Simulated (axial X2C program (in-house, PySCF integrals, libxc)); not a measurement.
**A two-component session on RuP: EOM-IP-CCSD levels**

Aim: EOM-IP-CCSD levels of RuP, with spin–orbit coupling in the Hamiltonian from the start.

Computed with an in-house X2C program for linear molecules on PySCF integrals. Level: two-component X2C with atomic mean-field terms, Ru dyall-acv3z, P dyall-av3z.

All values are calculated.

## (1) Set-up

The input, task.json:

```json
{
 "zs": [
  44,
  15
 ],
 "q": 0,
 "bas": [
  "dyall-acv3z",
  "dyall-av3z"
 ],
 "r0": 2.16,
 "eom": "ip",
 "rq": -1,
 "thr": -2.0,
 "nmax": 95,
 "grid": [
  1,
  0.96,
  1.045,
  0.92,
  1.09,
  1.15
 ]
}
```

Keys: zs atomic numbers; q charge; bas basis sets; r0 starting distance in Å; eom kind of EOM run; thr threshold in hartree for freezing inner shells (an s shell follows its p shell); nmax most natural virtual spinors; grid distances as factors.

Started as:

```console
python soeom.py task.json out
```

After this run come: EOM-IP-CCSD at 2.091 Å.

**Question.** What will these runs give? Wanted: next root led by one particle; T1 of the reference.

As calculated:

```
                     quantity                            value
       lowest root at 2.091 Å                Ω = 1/2, 1.632 eV
next root led by one particle  Ω = 3/2, about 1280 cm⁻¹ higher
          T1 of the reference                            0.155
```

What this shows: Removing an electron from the reference determinant of RuP⁻ costs 1.63 eV and empties a spinor of 39% Ru sσ, 27% P pσ, 23% Ru dσ. The closed-shell reference lies 0.65 eV above the lowest determinant found, so these energies count from an excited configuration. Errors of 0.1 to 0.3 eV are usual at this size, and roots led by higher excitations are left out, so the list is incomplete, and low states of that kind can be missing. T1 or the largest double amplitude of the reference is raised, which lowers the reliability.
